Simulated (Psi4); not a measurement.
**InNH4 (SMILES [NH2][InH2]) at MP2/def2-SVP (core potential)**

What is the energy change on altering one bond length of InNH4 at MP2/def2-SVP (core potential)? 

The calculation is run with Psi4 1.11.

17 further runs of the same task are left out: 16 that didn't finish, 1 set aside as unsound or not needed.

## Step 1: The structure to begin with

InNH4 has 6 atoms, charge 0, and is taken as a singlet. SMILES: `[NH2][InH2]`. The coordinates come from a PBE0-D4/def2-TZVP relaxation.

Bond lengths: N1–In2 2.007 Å, N1–H3 1.006 Å, N1–H4 1.006 Å, In2–H5 1.712 Å, In2–H6 1.712 Å. Angles: N1–In2–H5 115.0°, N1–In2–H6 115.0°, In2–N1–H3 124.3°, In2–N1–H4 124.3°, H5–In2–H6 130.0°, H3–N1–H4 111.3°.

## Step 2: The energy at MP2/def2-SVP (core potential)

The input, run.py:

```python
import numpy as np
from ase.calculators.psi4 import Psi4
from ase import Atoms

a = Atoms(['N', 'In', 'H', 'H', 'H', 'H'], positions=[
    [-0.092200, -1.060500, 0.036600],
    [0.095300, 0.935900, -0.048300],
    [-0.598000, -1.552900, 0.753400],
    [0.311900, -1.697300, -0.629300],
    [1.012500, 1.520500, -1.370700],
    [-0.687400, 1.790300, 1.212100],
])
calc = Psi4(atoms=a, method='mp2', basis='def2-SVP', memory='2200MB', num_threads=1, charge=0, multiplicity=1, label='h4inn', reference='rhf')
calc.psi4.set_options({'puream': True, 'e_convergence': 1e-09, 'd_convergence': 1e-08, 'scf_type': 'pk', 'num_frozen_docc': 5, 'mp2_type': 'conv'})
a.calc = calc

print(f'energy: {a.get_potential_energy():.6f} eV')
```

On the command line:

```bash
python run.py
```

h4inn.dat:

```text
[...]
    !!!  WARNING: ECP capability is in beta. Please check occupations closely.  !!!
[...]
  Running in c1 symmetry.
[...]
  Nuclear repulsion =   70.741603805927312
[...]
  Multiplicity = 1
[...]
  Nalpha       = 16
  Nbeta        = 16
[...]
    Number of basis functions: 60
[...]
   @RHF iter   1:  -245.79017471111646   -1.47409e+00   8.44168e-03 DIIS/ADIIS
[...]
   @RHF iter  11:  -245.91295112188706   -1.42109e-12   2.15386e-09 DIIS
[...]
    Orbital Energies [Eh]
    ---------------------
    Doubly Occupied:
       1A    -15.514005     2A     -5.374929     3A     -3.635956
       4A     -3.627850     5A     -3.627775     6A     -1.085690
       7A     -1.022778     8A     -1.018348     9A     -1.016368
      10A     -1.014616    11A     -0.995188    12A     -0.616201
      13A     -0.570697    14A     -0.444374    15A     -0.408711
      16A     -0.370819
[...]
  @RHF Final Energy:  -245.91295112188706
   => Energetics <=
    Nuclear Repulsion Energy =             70.7416038059273120
    One-Electron Energy =                -552.6204988915887952
    Two-Electron Energy =                 235.9659439637744356
    Total Energy =                       -245.9129511218870618
[...]
 Multipole Moments:
 ------------------------------------------------------------------------------------
     Multipole            Electronic (a.u.)      Nuclear  (a.u.)        Total (a.u.)
 ------------------------------------------------------------------------------------
 L = 1.  Multiply by 2.5417464519 to convert [e a0] to [Debye]
 Dipole X            :          1.7685366           -1.7757233           -0.0071867
 Dipole Y            :         18.8579711          -18.9634003           -0.1054293
 Dipole Z            :         -0.8027717            0.8094175            0.0066458
 Magnitude           :                                                    0.1058827
[...]
	SCS-MP2 Total Energy (a.u.)        :  -246.18727741209554
	SOS-MP2 Total Energy (a.u.)        :  -246.16632884493404
	SCSN-MP2 Total Energy (a.u.)       :  -246.02355955649963
[...]
	SOS-PI-MP2 Total Energy (a.u.)     :  -246.20855846544188
[...]
	MP2 Total Energy (a.u.)            :  -246.18694492591064
[...]
```

On the terminal:

```text
energy: -6699.087993 eV
```

Wall time 3.9 s (1 thread of Intel Xeon Platinum 8259CL at 2.50GHz (Skylake/Cascade Lake), shared host); peak memory 0.25 GiB.

## Step 3: The distorted shape

The input, run.py:

```python
import psi4

psi4.set_memory('2200 MB')
psi4.set_num_threads(1)
psi4.set_output_file('psi4.out', False)

molecule = psi4.geometry("""
0 1
N     -0.28876905    -1.82356303     0.25790226
In     0.06555460     1.94908620     0.09746451
H     -1.24459252    -2.75406418     1.61245795
H      0.58940558    -3.20743215    -1.18920465
H      1.79881140     3.05382009    -2.40150931
H     -1.41353404     3.56366820     2.47927532
units au
symmetry c1
no_reorient
no_com
""")

options = {'basis': 'def2-SVP', 'puream': True, 'e_convergence': 1e-09, 'd_convergence': 1e-08, 'scf_type': 'pk', 'num_frozen_docc': 5, 'mp2_type': 'conv'}
psi4.set_options(options)

E, wfn = psi4.energy("mp2", molecule=molecule, return_wfn=True)
print(f'total energy {E:.8f} hartree = {E * 27.211386:.5f} eV')
```

On the command line:

```bash
python run.py
```

psi4.out:

```text
[...]
    !!!  WARNING: ECP capability is in beta. Please check occupations closely.  !!!
[...]
  Running in c1 symmetry.
[...]
  Nuclear repulsion =   70.056173940562459
[...]
  Multiplicity = 1
[...]
  Nalpha       = 16
  Nbeta        = 16
[...]
    Number of basis functions: 60
[...]
   @RHF iter   1:  -245.77022476483393   -1.59898e+00   8.46916e-03 DIIS/ADIIS
[...]
   @RHF iter  10:  -245.89620960851090   -7.44649e-12   8.42300e-09 DIIS
[...]
    Orbital Energies [Eh]
    ---------------------
    Doubly Occupied:
       1A    -15.527779     2A     -5.375149     3A     -3.636140
       4A     -3.628112     5A     -3.628013     6A     -1.072020
       7A     -1.022813     8A     -1.018602     9A     -1.016520
      10A     -1.014842    11A     -0.985530    12A     -0.591383
      13A     -0.560270    14A     -0.441267    15A     -0.408224
      16A     -0.369516
[...]
  @RHF Final Energy:  -245.89620960851090
   => Energetics <=
    Nuclear Repulsion Energy =             70.0561739405624593
    One-Electron Energy =                -551.3124068124463975
    Two-Electron Energy =                 235.3600232633730229
    Total Energy =                       -245.8962096085109010
[...]
 Multipole Moments:
 ------------------------------------------------------------------------------------
     Multipole            Electronic (a.u.)      Nuclear  (a.u.)        Total (a.u.)
 ------------------------------------------------------------------------------------
 L = 1.  Multiply by 2.5417464519 to convert [e a0] to [Debye]
 Dipole X            :          0.9142849           -0.9146463           -0.0003614
 Dipole Y            :        -28.9278410           28.8218609           -0.1059800
 Dipole Z            :         -4.3566633            4.3530898           -0.0035735
 Magnitude           :                                                    0.1060409
[...]
	SCS-MP2 Total Energy (a.u.)        :  -246.17419475340051
	SOS-MP2 Total Energy (a.u.)        :  -246.15309312939780
	SCSN-MP2 Total Energy (a.u.)       :  -246.00762618324512
[...]
	SOS-PI-MP2 Total Energy (a.u.)     :  -246.19590704954561
[...]
	MP2 Total Energy (a.u.)            :  -246.17358408125804
[...]
```

Standard output:

```text
total energy -246.17358408 hartree = -6698.72442 eV
```

Run time: 3.9 s. Hardware: 1 thread of Intel Xeon Platinum 8259CL at 2.50GHz (Skylake/Cascade Lake), shared host; peak memory 0.24 GiB.

## Step 4: Summary of results

Level: MP2/def2-SVP (core potential), 5 core orbitals frozen.

| quantity | value |
| --- | --- |
| first shape: total energy | -246.18694 Eh |
| first shape: HOMO energy (Hartree–Fock orbitals) | -10.09 eV |
| first shape: LUMO energy (Hartree–Fock orbitals) | 1.51 eV |
| first shape: HOMO–LUMO gap (Hartree–Fock orbitals) | 11.60 eV |
| first shape: correlation energy (5 core orbitals frozen) | -274.0 mEh |
| distorted shape: total energy | -246.17358 Eh |
| distorted shape: HOMO energy (Hartree–Fock orbitals) | -10.06 eV |
| distorted shape: LUMO energy (Hartree–Fock orbitals) | 1.52 eV |
| distorted shape: HOMO–LUMO gap (Hartree–Fock orbitals) | 11.57 eV |
| distorted shape: correlation energy (5 core orbitals frozen) | -277.4 mEh |
| energy change with the N1–H4 bond stretched from 1.006 to 1.157 Å | 0.364 eV |

With the N1–H4 bond stretched from 1.006 to 1.157 Å the energy rises by 0.36 eV (35.1 kJ/mol). The first shape isn't relaxed at this level, so the change isn't measured from a minimum.
